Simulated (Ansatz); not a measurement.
Below is the output of a Python script on the Ansatz DFT code, driven from Python that makes a band structure of SnO2, space group I4_1/amd. Write a script that gives it. Settings: PBEsol, PAW, the default cutoff (420 eV here), 8×8×8 k-points, fixed occupations.

```
Sn O
1.0
    -2.00007    2.00007    5.12368
     2.00007   -2.00007    5.12368
     2.00007    2.00007   -5.12368
Sn O
2 4
Direct
  0.75000 0.25000 0.50000
  0.00000 0.00000 0.00000
  0.79652 0.79652 0.00000
  0.95348 0.45348 0.50000
  0.20348 0.20348 0.00000
  0.54652 0.04652 0.50000
```

```console
$ python bands.py
DeckWarning: basis.ecutwfc = 420 eV, auto-derived from the records' recommended cutoffs: set by Sn (normal level)
plan: 36 bands, 59 k-points, plane waves [1587, 1630] grid [40, 40, 40]
F = E - TS               -14142.62022 eV
E                        -14142.62022 eV
Harris-Foulkes           -14142.62022 eV
Fermi level                   6.87615 eV
from Sn to O, 2.056 A
  0.000 A    17.0150 e/A^3
  0.206 A    13.8327 e/A^3
  0.411 A     7.6122 e/A^3
  0.617 A     3.0572 e/A^3
  0.822 A     1.1107 e/A^3
  1.028 A     0.6650 e/A^3
  1.234 A     0.9034 e/A^3
  1.439 A     1.8856 e/A^3
  1.645 A     4.1847 e/A^3
  1.850 A     6.6251 e/A^3
  2.056 A     7.6435 e/A^3
zero of the bands: 6.876 eV, the Fermi level found on the SCF mesh
channel 0 - computed levels within 6 eV of the Fermi level
  G    -4.984  -4.785  -4.785  -4.133  -3.462  -3.462  -1.705  -1.046  -0.667  -0.667  -0.385  -0.385   1.562   5.498
  X    -3.496  -3.496  -2.238  -2.238  -0.896  -0.896  -0.816  -0.816  -0.045  -0.045
  P    -3.546  -3.546  -2.047  -2.047  -1.208  -1.208  -0.696  -0.696   0.000   0.000
  N    -5.574  -4.767  -3.024  -3.005  -2.774  -1.561  -1.112  -0.777  -0.758  -0.573  -0.390   4.911
  G    -4.984  -4.785  -4.785  -4.133  -3.462  -3.462  -1.705  -1.046  -0.667  -0.667  -0.385  -0.385   1.562   5.498
  M    -5.172  -5.172  -3.583  -3.583  -2.831  -2.831  -2.772  -2.772  -1.019  -1.019  -0.282  -0.282   4.199   4.199
  S    -5.647  -4.826  -3.082  -2.706  -2.703  -2.431  -0.884  -0.705  -0.666  -0.435  -0.433   4.832
```
(Warnings from the package without file and line.)

The script that was run (others could print the same):

`bands.py`:
```python
"""Band structure of SnO2."""

from dataclasses import dataclass

import ansatz as az
import numpy as np
from pymatgen.core import Lattice, Structure
from pymatgen.core import Structure
from pymatgen.io.ase import AseAtomsAdaptor
from scipy.ndimage import map_coordinates


@dataclass(frozen=True)
class RunConfig:
    functional: str = "pbesol"
    mesh: tuple[int, ...] = (8, 8, 8)
    n_empty: int = 10


cfg = RunConfig()

pmg_structure = Structure(
    Lattice([(-2.00007, 2.00007, 5.12368), (2.00007, -2.00007, 5.12368), (2.00007, 2.00007, -5.12368)]),
    ["Sn", "Sn", "O", "O", "O", "O"],
    [
        (0.75, 0.25, 0.5),
        (0.0, 0.0, 0.0),
        (0.79652, 0.79652, 0.0),
        (0.95348, 0.45348, 0.5),
        (0.20348, 0.20348, 0.0),
        (0.54652, 0.04652, 0.5),
    ],
)
xtal = az.Crystal.from_ase(AseAtomsAdaptor.get_atoms(pmg_structure))

# vertices of the path, as fractions of the reciprocal vectors
path = [
    ("G", (0.0, 0.0, 0.0)),
    ("X", (0.0, 0.0, 0.5)),
    ("P", (0.25, 0.25, 0.25)),
    ("N", (0.0, 0.5, 0.0)),
    ("G", (0.0, 0.0, 0.0)),
    ("M", (0.5, 0.5, -0.5)),
    ("S", (0.28809, 0.71191, -0.28809)),
]
setup = (
    xtal.calculation()
    .functional(cfg.functional)
    .kpoints(*cfg.mesh)
    .occupations(az.OccupationsMethod.FIXED)
    .band_structure([point for _, point in path], intervals=10)
    .scf(extra_bands=cfg.n_empty)
    .density()
)
planned = setup.session().plan(threads=1)
facts = planned.describe()
print("plan:", facts["n_bands"], "bands,", len(facts["kpoints_frac"]), "k-points, plane waves", facts["n_pw_range"], "grid", facts["fft_dense"])
done = planned.execute()
rep = done.report

print("%-22s %14.5f eV" % ("F = E - TS", rep["free_energy_ev"]))
print("%-22s %14.5f eV" % ("E", rep["internal_energy_ev"]))
print("%-22s %14.5f eV" % ("Harris-Foulkes", rep["harris_foulkes_ev"]))
print("%-22s %14.5f eV" % ("Fermi level", rep["fermi_energy_ev"]))

final = Structure(done.lattice.cell_ang, [s.symbol for s in done.lattice.sites], [s.position_frac for s in done.lattice.sites])
# smooth valence density along the shortest bond of atom 0
rho = done.density()
total = sum(channel.density_e_per_ang3 for channel in rho.channels[:2])
grid_cell = np.asarray(rho.fft_grid_basis) @ done.lattice.cell_ang
partner = min(final.get_neighbors(final[0], 5.0), key=lambda n: n.nn_distance)
line = np.linspace(final[0].coords, partner.coords, 11)
points = (line @ np.linalg.inv(grid_cell)) * rho.dims
values = map_coordinates(total, points.T, order=3, mode="grid-wrap")
print(f"from {final[0].specie} to {partner.specie}, {partner.nn_distance:.3f} A")
for t, value in zip(np.linspace(0, partner.nn_distance, 11), values):
    print(f"{t:7.3f} A  {value:9.4f} e/A^3")

bands = done.band_structure()
fermi = bands.fermi_energy_ev
print(f"zero of the bands: {fermi:.3f} eV, the Fermi level found on the SCF mesh")
for spin, channel in enumerate(bands.channels):
    print("channel", spin, "- computed levels within 6 eV of the Fermi level")
    for i, (label, _) in enumerate(path):
        levels = channel.eigenvalues_ev[i * 10] - fermi
        print(f"  {label:3s}", " ".join(f"{e:7.3f}" for e in levels if abs(e) < 6))
```

Absolute energies stand on the zero of these potentials, so only differences at equal settings mean something. A total without «per atom» is that of the whole cell that was run. Under fixed occupations the level called the Fermi level is the highest filled one on the SCF mesh; off the mesh a filled band can lie a little above it. An absolute Fermi energy rests on an arbitrary zero of the periodic potential and has no direct meaning. Grid values close to the nuclei reflect the PAW or pseudopotential construction, not the all-electron fields. This cell is a computed structure, which may not be the phase found in nature. Gaps and levels are Kohn-Sham values on a finite set of k-points, without spin-orbit coupling. It ran for 15 s on 1 thread of Arm Neoverse V2, with other jobs on the host, peak memory 0.52 GiB.
